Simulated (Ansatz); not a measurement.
# CH₆BNOSi: a ladder of functionals and wavefunction methods

One table from this session's results is given with a row withheld; the runs are named, their logs left out.

Program: Ansatz 0.2.0, Gaussian basis. Level of theory: functionals in def2-TZVPP, the program's frozen cores in correlated methods. These are calculated values, not measurements.

Plan: PBE-D4, r2SCAN-D4, PBE0-D4, B3LYP-D4, ωB97X-V, ωB97M-V, B2PLYP; CCSD(T)/def2-TZVPP; MP2/def2-QZVPP; extrapolation to the limit.

## The relaxed structure

An earlier PBE0-D4 in a triple-zeta def2 set relaxation fixed the geometry.

11 atoms, charge 0, spin multiplicity 1.

Atoms are counted from 1 here; the program's logs count them from 0.

Bond lengths: N1–C2 1.348 Å, N1–H6 1.010 Å, N1–H7 1.008 Å, C2–O3 1.334 Å, C2–B4 1.517 Å, O3–H8 0.966 Å, B4–Si5 1.855 Å, B4–H9 1.193 Å, Si5–H10 1.485 Å, Si5–H11 1.495 Å. Angles: C2–N1–H6 120.1°, C2–N1–H7 116.4°, H6–N1–H7 116.0°, N1–C2–O3 114.7°, N1–C2–B4 125.9°, O3–C2–B4 119.3°, C2–O3–H8 111.6°, C2–B4–Si5 116.2°, C2–B4–H9 119.4°, Si5–B4–H9 124.0°, B4–Si5–H10 127.6°, B4–Si5–H11 123.2°, H10–Si5–H11 108.9°.

The first run:

The input, in.yaml:

```yaml
crystal:
  periodic: [false, false, false]
  atoms:
    - {symbol: N, position_ang: [0.646005, 0.117518, 1.318984]}
    - {symbol: C, position_ang: [0.489762, -0.693173, 0.253375]}
    - {symbol: O, position_ang: [1.387766, -1.674891, 0.162361]}
    - {symbol: B, position_ang: [-0.612862, -0.596031, -0.784067]}
    - {symbol: Si, position_ang: [-1.312999, 1.096415, -1.077259]}
    - {symbol: H, position_ang: [1.567856, 0.289881, 1.693645]}
    - {symbol: H, position_ang: [-0.014740, 0.873107, 1.407273]}
    - {symbol: H, position_ang: [1.928555, -1.737906, 0.959846]}
    - {symbol: H, position_ang: [-0.875484, -1.550619, -1.449656]}
    - {symbol: H, position_ang: [-2.303922, 1.502064, -2.105705]}
    - {symbol: H, position_ang: [-0.834437, 2.316735, -0.358196]}
basis:
  gaussian: {orbitals: def2-TZVPP}
hamiltonian: {xc: pbe, dispersion: d4}
output: {forces: true, orbitals: {seedname: orbitals}}
```

Launch:

```sh
> ansatz run in.yaml --threads 4 --pin off --events-out ev --progress --plain --max-ram 10444MiB
```

Steps of the session up to this table: PBE-D4 (GGA); r2SCAN-D4 (meta-GGA); PBE0-D4 (hybrid); B3LYP-D4 (hybrid); ωB97X-V (range-separated); ωB97M-V (range-separated); B2PLYP (double hybrid); CCSD(T) in def2-TZVPP; MP2 in def2-QZVPP.

One of the session's tables, all rows but one given; the rest of the session is left out.

```
            method  atomisation energy (eV)
            PBE-D4                   41.463
         r2SCAN-D4                   40.439
           PBE0-D4                   40.339
          B3LYP-D4                   40.328
           ωB97X-V                   40.114
           ωB97M-V                   40.219
            B2PLYP                   39.707
     HF/def2-TZVPP                   27.474
    MP2/def2-TZVPP                   39.465
   CCSD/def2-TZVPP                        ?
CCSD(T)/def2-TZVPP                   38.771
           MP2/CBS                   40.626
       CCSD(T)/CBS                   39.932
```

Estimate the missing values for CCSD/def2-TZVPP.

**Answer.** atomisation energy (eV): 37.948. In the column «atomisation energy (eV)» it lies between HF/def2-TZVPP (27.474) and CCSD(T)/def2-TZVPP (38.771).

Limits of these values: Free atoms (1 N, 1 C, 1 O, 1 B, 1 Si, 6 H) were run apart at each level; the atomisation energy is their sum less the molecule, without zero-point or spin-orbit terms.
